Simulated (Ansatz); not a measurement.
This was printed by a script on Ansatz's Python interface, for a geometry optimisation of CH₅N₂OSi, SMILES [NH][SiH2]C(N)=O. What did the script look like? Settings: B3LYP, def2-SVP basis, multiplicity 2, D4 dispersion.

```yaml
atoms:
  - { symbol: N, position_ang: [-2.1524, 0.0221, -1.0495] }
  - { symbol: Si, position_ang: [-1.0176, -0.1605, 0.3216] }
  - { symbol: C, position_ang: [0.6748, 0.3514, -0.2007] }
  - { symbol: N, position_ang: [1.8153, -0.4003, 0.2091] }
  - { symbol: O, position_ang: [0.8224, 1.3898, -0.8968] }
  - { symbol: H, position_ang: [-2.1673, 1.0369, -1.2961] }
  - { symbol: H, position_ang: [-1.4598, 0.6845, 1.4407] }
  - { symbol: H, position_ang: [-0.9958, -1.5667, 0.7513] }
  - { symbol: H, position_ang: [1.7067, -1.2556, 0.7979] }
  - { symbol: H, position_ang: [2.7737, -0.1015, -0.0776] }
```

```console
$ python opt_ch5n2osi.py
step   1  E = -14015.158818 eV  max force 4.0329 eV/A
step   2  E = -14015.399645 eV  max force 1.8991 eV/A
step   3  E = -14015.463000 eV  max force 0.6337 eV/A
step   4  E = -14015.460052 eV  max force 0.2680 eV/A
step   5  E = -14015.475933 eV  max force 0.1573 eV/A
step   6  E = -14015.476549 eV  max force 0.0842 eV/A
step   7  E = -14015.477909 eV  max force 0.0285 eV/A
step   8  E = -14015.478010 eV  max force 0.0165 eV/A
step   9  E = -14015.478070 eV  max force 0.0090 eV/A
step  10  E = -14015.478123 eV  max force 0.0102 eV/A
step  11  E = -14015.478183 eV  max force 0.0096 eV/A
step  12  E = -14015.478192 eV  max force 0.0068 eV/A
step  13  E = -14015.478194 eV  max force 0.0087 eV/A
step  14  E = -14015.478198 eV  max force 0.0025 eV/A
E = -14015.478448 eV = -515.0593329 Ha
converged: True  doubts: none
bond        before    after (A)
N0-Si1       1.7891   1.7562
N0-H5        1.0444   1.0334
Si1-C2       1.8437   1.9391
Si1-H6       1.4704   1.4952
Si1-H7       1.4705   1.4914
C2-N3        1.4261   1.3589
C2-O4        1.2588   1.2229
N3-H8        1.0440   1.0119
N3-H9        1.0440   1.0170
angle Si1-N0-H5: 108.72 deg
angle N0-Si1-C2: 107.85 deg
angle N0-Si1-H6: 109.31 deg
angle N0-Si1-H7: 110.77 deg
angle C2-Si1-H6: 106.56 deg
angle C2-Si1-H7: 113.03 deg
angle H6-Si1-H7: 109.18 deg
angle Si1-C2-N3: 120.53 deg
```

The script that was run (others could print the same):

`opt_ch5n2osi.py`:
```python
# -*- coding: utf-8 -*-
'''Relax the CH5N2OSi molecule.'''

import ansatz as az
from ase import Atoms
import numpy as np

atoms = Atoms(['N', 'Si', 'C', 'N', 'O', 'H', 'H', 'H', 'H', 'H'], positions=[
    (-2.1524, 0.0221, -1.0495),
    (-1.0176, -0.1605, 0.3216),
    (0.6748, 0.3514, -0.2007),
    (1.8153, -0.4003, 0.2091),
    (0.8224, 1.3898, -0.8968),
    (-2.1673, 1.0369, -1.2961),
    (-1.4598, 0.6845, 1.4407),
    (-0.9958, -1.5667, 0.7513),
    (1.7067, -1.2556, 0.7979),
    (2.7737, -0.1015, -0.0776),
])
molecule = az.Crystal.molecule_from_ase(atoms)

job = (
    molecule.calculation()
    .basis(gaussian='def2-SVP')
    .functional('B3LYP', dispersion='d4')
    .spin('collinear', total=1)
)
symbols = [site.symbol for site in molecule.cartesian_sites]
start = np.array([site.position_ang for site in molecule.cartesian_sites], dtype=float)
def progress(event):
    if event['event'] == 'relax_step':
        row = event['data']
        print(f'step {row["step"]:3d}  E = {row["lagrangian_ev"]:.6f} eV  max force {row["allowed_force_max_ev_ang"]:.4f} eV/A')


report = job.relax(force_tolerance=0.005, max_steps=100).session().plan().execute(on_event=progress).report
end = np.array(report['positions_ang'])

print(f'E = {report["free_energy_ev"]:.6f} eV = {report["free_energy_ev"] / 27.211386246:.7f} Ha')
print('converged:', report['converged'], ' doubts:', report['published_state_doubts'] or 'none')

print('bond        before    after (A)')
for i, j in [(0, 1), (0, 5), (1, 2), (1, 6), (1, 7), (2, 3), (2, 4), (3, 8), (3, 9)]:
    d0, d1 = (np.linalg.norm(xyz[i] - xyz[j]) for xyz in (start, end))
    print(f'{symbols[i]}{i}-{symbols[j]}{j}'.ljust(10), f'{d0:8.4f} {d1:8.4f}')
for i, j, k in [(1, 0, 5), (0, 1, 2), (0, 1, 6), (0, 1, 7), (2, 1, 6), (2, 1, 7), (6, 1, 7), (1, 2, 3)]:
    u, v = end[i] - end[j], end[k] - end[j]
    print(f'angle {symbols[i]}{i}-{symbols[j]}{j}-{symbols[k]}{k}: {np.degrees(np.arccos(np.clip(u @ v / np.linalg.norm(u) / np.linalg.norm(v), -1, 1))):.2f} deg')
with open('ch5n2osi_opt.xyz', 'w') as handle:
    handle.write(f'{len(symbols)}\nrelaxed CH5N2OSi\n')
    handle.writelines(f'{s:2s} {x:11.6f} {y:11.6f} {z:11.6f}\n' for s, (x, y, z) in zip(symbols, end))
```

Caveats:
- These settings explore the input space; basis and method may be short of convergence.
- The end point is the stationary point reached from this start; no frequency run checks that it is a minimum, and the basis set is modest.
- The species is open-shell (spin multiplicity 2).
- b3lyp holds the VWN-RPA fit, as in Gaussian; the form of ORCA and Turbomole is b3lyp5.
- Run time: 110 s on 1 thread of Arm Neoverse V1, on a shared host, peak memory 0.36 GiB.

(A comment or docstring line of the script was reworded after the run, the code is as it ran; lines on the test bed's own set-up are left out of the output.)
